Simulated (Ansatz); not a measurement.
# CH4NPSi: the cost of one run

Method: RKS PBE-D4/def2-SVP, in Ansatz 0.2.0.

## Step 1: The starting structure

Bond lengths: N1–C2 1.221 Å, C2–Si3 1.900 Å, Si3–P4 2.148 Å, Si3–H5 1.505 Å, Si3–H6 1.487 Å, P4–H7 1.386 Å, P4–H8 1.432 Å. Angles: N1–C2–Si3 178.2°, C2–Si3–P4 109.4°, C2–Si3–H5 110.4°, C2–Si3–H6 111.6°, P4–Si3–H5 106.2°, P4–Si3–H6 110.7°, H5–Si3–H6 108.5°, Si3–P4–H7 100.5°, Si3–P4–H8 96.9°, H7–P4–H8 95.9°.

Coordinates:

```xyz
8

N     2.1105   -0.6217    2.1592
C     1.3130   -0.1214    1.3818
Si    0.0939    0.6226    0.1287
P    -1.3135   -0.8823   -0.4794
H     0.8197    1.0471   -1.1191
H    -0.6118    1.8060    0.6890
H    -0.4838   -1.7256   -1.2023
H    -1.8359   -0.1819   -1.6137
```

## Step 2: End point A

input.yaml reads:

```yaml
crystal:
  periodic: [false, false, false]
  atoms:
    - { symbol: "N", position_ang: [2.1105, -0.6217, 2.1592] }
    - { symbol: C, position_ang: [1.313, -0.1214, 1.3818] }
    - { symbol: Si, position_ang: [0.0939, 0.6226, 0.1287] }
    - { symbol: P, position_ang: [-1.3135, -0.8823, -0.4794] }
    - { symbol: H, position_ang: [0.8197, 1.0471, -1.1191] }
    - { symbol: H, position_ang: [-0.6118, 1.806, 0.689] }
    - { symbol: H, position_ang: [-0.4838, -1.7256, -1.2023] }
    - { symbol: H, position_ang: [-1.8359, -0.1819, -1.6137] }
basis:
  gaussian: { orbitals: def2-SVP }
hamiltonian:
  xc: pbe
  dispersion: d4
relax:
  f_tol: 0.015
  max_steps: 40
output:
  orbitals: {}
```

Run with:

```sh
$ ansatz run input.yaml --threads 1 --pin off --max-ram 2048MiB --backend cpu --events-out ev --progress --plain --runs-dir out
```

What time and memory should one allow on 1 thread of Intel Xeon Platinum 8375C at 2.90GHz (Ice Lake), shared host?

About 17 s, with a peak of 0.16 GiB.
